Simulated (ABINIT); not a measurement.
# AgRh (P-6m2) in ABINIT: optical spectrum with LDA

Aim: the optical spectrum of AgRh with LDA.

Everything below comes from runs of ABINIT 10.8.3 (patched build). Logs are shortened: lines on timing, memory, paths and dates and some standing lists are left out, and cuts for length are marked. The log counts tension as positive stress, the text compression.

### 1 The undisturbed crystal

The structure is hexagonal, space group P-6m2 (No. 187). Conventional cell: a = 2.778 Å, b = 2.778 Å, c = 4.809 Å, α = 90.00°, β = 90.00°, γ = 120.00°. Around Ag (site symmetry -6m2) lie 6 Ag at 2.78 Å and 6 Rh at 2.89 Å. Rh (site symmetry -6m2) is surrounded by 6 Rh at 2.78 Å and 6 Ag at 2.89 Å.

The cell comes from a database or a generator and needn't be the stable form of this composition.

### 2 Optical spectrum, LDA (cell relaxed at zero pressure by an earlier run)

The input, run.abi:

```
# Datasets
ndtset 3

# Pseudopotentials
pp_dirpath "./"
pseudos "Ag_sc.hgh, Rh_sc.hgh"

# Structure
acell 5.1291801576 5.1291801551 8.7657016864
rprim
     1.0000000000     0.0000000000     0.0000000000
    -0.4999999984     0.8660254047     0.0000000000
     0.0000000000     0.0000000000     1.0000000000
ntypat 2
znucl 47 45
natom 2
typat 1 2
chkprim 0
chksymtnons 0
tolsym 1.0e-6
xred
            0.0            0.0            1/2
            2/3            1/3            0.0

# Plane-wave basis
ecut 62.0
ecutsm 0.5

# k points
ngkpt 18 18 10
nshiftk 1
shiftk 0.0 0.0 0.5
istwfk *1

# Exchange and correlation
ixc 7

# Bands and occupations
occopt 3
tsmear 0.00734986

# SCF cycle
nstep 80

# Output
iomode 3
prteig 0
prtebands 0

# Dataset 1: ground state
nband1 18
tolvrs1 1.0e-12
prtden1 1
prtwf1 0
kptopt1 1

# Dataset 2: empty bands at fixed density
iscf2 -3
getden2 1
nband2 30
nbdbuf2 4
tolwfr2 1.0e-12
nstep2 120
prtden2 0
kptopt2 1

# Dataset 3: wave functions and velocity matrix elements in the full zone
optdriver3 8
wfk_task3 "wfk_optics_fullbz"
getwfk3 2
nband3 26
kptopt3 1
prtevk3 1
inclvkb3 2
```

The input, optic.abi:

```
&FILES
 ddkfile_1 = 'runo_DS3_1_EVK.nc',
 ddkfile_2 = 'runo_DS3_2_EVK.nc',
 ddkfile_3 = 'runo_DS3_3_EVK.nc',
 wfkfile = 'runo_DS3_WFK.nc'
/
&PARAMETERS
 broadening = 0.001837,
 domega = 0.002,
 maxomega = 0.8,
 scissor = 0.000000,
 tolerance = 0.002
/
&COMPUTATIONS
 num_lin_comp = 2,
 lin_comp = 11,33,
 num_nonlin_comp = 0
/
```

Potentials or basis: HGH LDA semicore.

The run is started by

```
$ mpirun --bind-to none -np 4 abinit run.abi > log 2>&1
$ optic optic.abi > optic.log 2>&1
```

run.abo:

```text
.Version 10.8.3 of ABINIT
 DATASET    1 : space group P-6 m 2 (#187); Bravais hP (primitive hexag.)
================================================================================
 Values of the parameters that define the memory need for DATASET  1.
     intxc =       0    ionmov =       0      iscf =       7    lmnmax =       7
     lnmax =       7     mgfft =      64  mpssoang =       3    mqgrid =    3108
     natom =       2  nloc_mem =       1    nspden =       1   nspinor =       1
    nsppol =       1      nsym =      12    n1xccc =       0    ntypat =       2
    occopt =       3   xclevel =       1
       mpw =        4690          nfft =      102400          nkpt =         185
================================================================================
================================================================================
[... 13 lines left out ...]
 DATASET    3 : space group P-6 m 2 (#187); Bravais hP (primitive hexag.)
================================================================================
 Values of the parameters that define the memory need for DATASET  3.
     intxc =       0    ionmov =       0      iscf =       7    lmnmax =       7
     lnmax =       7     mgfft =      64  mpssoang =       3    mqgrid =    3108
     natom =       2  nloc_mem =       1    nspden =       1   nspinor =       1
    nsppol =       1      nsym =      12    n1xccc =       0    ntypat =       2
    occopt =       3   xclevel =       1
       mpw =        4690          nfft =      102400          nkpt =         185
================================================================================
================================================================================

--------------------------------------------------------------------------------
------------- Echo of variables that govern the present computation ------------
--------------------------------------------------------------------------------
 -outvars: echo values of preprocessed input variables --------
            acell      5.1291801576E+00  5.1291801551E+00  8.7657016864E+00 Bohr
              amu      1.07868200E+02  1.02905500E+02
          chkprim           0
      chksymtnons           0
             ecut      6.20000000E+01 Hartree
           ecutsm      5.00000000E-01 Hartree
           getden1          0
           getden2          1
           getden3          0
           getwfk1          0
           getwfk2          0
           getwfk3          2
             iscf1          7
             iscf2         -3
             iscf3          7
              ixc           7
           jdtset        1    2    3
                       outvar_i_n : Printing only first  50 k-points.
         kptrlatt       18    0    0      0   18    0      0    0   10
          kptrlen      8.76570169E+01
            natom           2
            nband1         18
            nband2         30
            nband3         26
           nbdbuf1          0
           nbdbuf2          4
[... 336 lines left out ...]
   1.24659    1.24659    1.27530    1.35250    1.43162    1.43583
      occupation numbers for kpt#   1
   2.00000    2.00000    2.00000    2.00000    2.00000    2.00000    2.00000    2.00000
   2.00000    2.00000    2.00000    1.99995    1.99995    1.45762    0.90782    0.90782
   0.00000    0.00000    0.00000    0.00000    0.00000    0.00000    0.00000    0.00000
   0.00000    0.00000    0.00000    0.00000    0.00000    0.00000
 prteigrs : prtvol=0 or 1, do not print more k-points.

--- !EnergyTerms
iteration_state     : {dtset: 2, }
comment             : Components of total free energy in Hartree
kinetic             :  7.02709202081937E+01
hartree             :  2.83388274208402E+01
xc                  : -1.69186777588676E+01
Ewald energy        : -1.23914233396386E+02
psp_core            :  8.90057161188296E+00
local_psp           : -8.82991485275748E+01
non_local_psp       : -2.55408011314167E+01
internal            : -1.47162541573328E+02
'-kT*entropy'       : -1.08962455572237E-02
total_energy        : -1.47173437818885E+02
...

--- !EnergyTermsDC
iteration_state     : {dtset: 2, }
comment             : '"Double-counting" decomposition of free energy'
band_energy         : -9.08713966724825E+00
Ewald energy        : -1.23914233396386E+02
psp_core            :  8.90057161188296E+00
xc_dc               : -2.30617400924611E+01
internal            : -1.47162541544212E+02
'-kT*entropy'       : -1.08962455572237E-02
total_energy_dc     : -1.47173437789769E+02
...

================================================================================
== DATASET  3 ==================================================================

--- !DatasetInfo
iteration_state: {dtset: 3, }
dimensions: {natom: 2, nkpt: 185, mband: 26, nsppol: 1, nspinor: 1, nspden: 1, mpw: 4690, }
cutoff_energies: {ecut:  62.0, pawecutdg:  -1.0, }
electrons: {nelect:   2.80000000E+01, charge:   0.00000000E+00, occopt:   3.00000000E+00, tsmear:   7.34986000E-03, }
meta: {optdriver: 8, wfk_task: 7, }
...

 mkfilename : getwfk/=0, take file _WFK from output of DATASET   2.

 Exchange-correlation functional for the present dataset will be:
  LDA: Perdew-Wang 92 LSD fit to Ceperley-Alder data - ixc=7
  J.P.Perdew and Y.Wang, PRB 45, 13244 (1992)

--------------------------------------------------------------------------------

 Computation of velocity matrix elements (DDK)

 Parameters extracted from the Abinit header:
    ecut:     62.0
    nkpt:    3240
    mband:   30
    nsppol:  1
    nspinor: 1
    useylm:  0
    inclvkb: 2
    bmin: 1, bmax: 30
    Computing diagonal and off-diagonal matrix elements
    Between band index bmin: 1, bmax: 30

== END DATASET(S) ==============================================================
================================================================================

 -outvars: echo values of variables after computation  --------
            acell      5.1291801576E+00  5.1291801551E+00  8.7657016864E+00 Bohr
           etotal1    -1.4717343779E+02
           etotal2    -1.4717343779E+02
           etotal3     0.0000000000E+00
            fcart1     6.7195648812E-27 -1.9397712968E-26 -0.0000000000E+00
                      -6.7195648812E-27  1.9397712968E-26 -0.0000000000E+00
            fcart3     0.0000000000E+00  0.0000000000E+00  0.0000000000E+00
                       0.0000000000E+00  0.0000000000E+00  0.0000000000E+00
            rprim      1.0000000000E+00  0.0000000000E+00  0.0000000000E+00
                      -4.9999999840E-01  8.6602540470E-01  0.0000000000E+00
                       0.0000000000E+00  0.0000000000E+00  1.0000000000E+00
           strten1    -2.4004371612E-05 -2.4004422371E-05 -3.3909701221E-05
                       0.0000000000E+00  0.0000000000E+00 -9.4826815035E-11
           strten3     0.0000000000E+00  0.0000000000E+00  0.0000000000E+00
                       0.0000000000E+00  0.0000000000E+00  0.0000000000E+00
           xangst      0.0000000000E+00  0.0000000000E+00  2.3193047834E+00
                       1.3571226258E+00  7.8353511279E-01  0.0000000000E+00
             xred      0.0000000000E+00  0.0000000000E+00  5.0000000000E-01
                       6.6666666667E-01  3.3333333333E-01  0.0000000000E+00
 Calculation completed.
```

Wall time 7.2 min (4 MPI ranks of Arm Neoverse V1, shared host); peak memory 9.4 GiB.

Results:

```
Free energy : -4004.7933 eV
Pressure    : 0.8 GPa
```

Dielectric function (mean over the directions given):
| energy (eV) | real part | imaginary part |
| --- | --- | --- |
| 0.33 | 68.50 | 57.78 |
| 0.76 | 30.77 | 56.01 |
| 1.31 | 0.46 | 38.71 |
| 1.74 | -1.96 | 19.07 |
| 2.29 | -3.01 | 13.65 |
| 2.83 | -3.40 | 10.81 |
| 3.27 | -0.28 | 14.36 |
| 3.81 | -3.01 | 9.22 |
| 4.25 | -1.30 | 6.62 |
| 4.79 | -1.79 | 5.68 |
| 5.33 | -1.75 | 5.38 |
| 5.77 | -0.93 | 4.02 |
| 6.31 | -0.38 | 3.41 |
| 6.75 | -0.30 | 2.84 |
| 7.29 | -0.56 | 2.34 |
| 7.84 | 0.90 | 2.04 |
| 8.27 | 0.74 | 2.76 |
| 8.82 | 1.25 | 2.04 |
| 9.36 | 1.35 | 2.08 |
| 9.80 | 1.49 | 2.85 |
| 10.34 | 1.77 | 2.74 |
| 10.78 | 1.19 | 2.44 |
| 11.32 | 1.35 | 2.87 |
| 11.86 | 0.94 | 2.38 |
| 12.30 | 0.96 | 2.50 |
| 12.84 | 0.72 | 1.80 |
| 13.28 | 0.72 | 2.16 |
| 13.82 | 1.47 | 1.92 |
| 14.37 | 1.11 | 1.95 |
| 14.80 | 1.08 | 2.45 |
| 15.35 | 1.18 | 1.99 |
| 15.89 | 0.99 | 2.28 |
| 16.33 | 0.62 | 2.10 |
| 16.87 | 0.98 | 2.30 |
| 17.31 | 0.94 | 2.01 |
| 17.85 | 1.02 | 2.33 |
| 18.39 | 0.74 | 2.68 |
| 18.83 | 0.80 | 2.35 |
| 19.38 | 0.62 | 2.48 |
| 19.92 | 0.35 | 2.43 |

Caveat: the intraband (Drude) term is left out; spectra need much finer meshes, so this one isn't converged; independent-particle spectra lack excitons; HGH potentials are hard and often keep d shells in the core, so these values are rough.
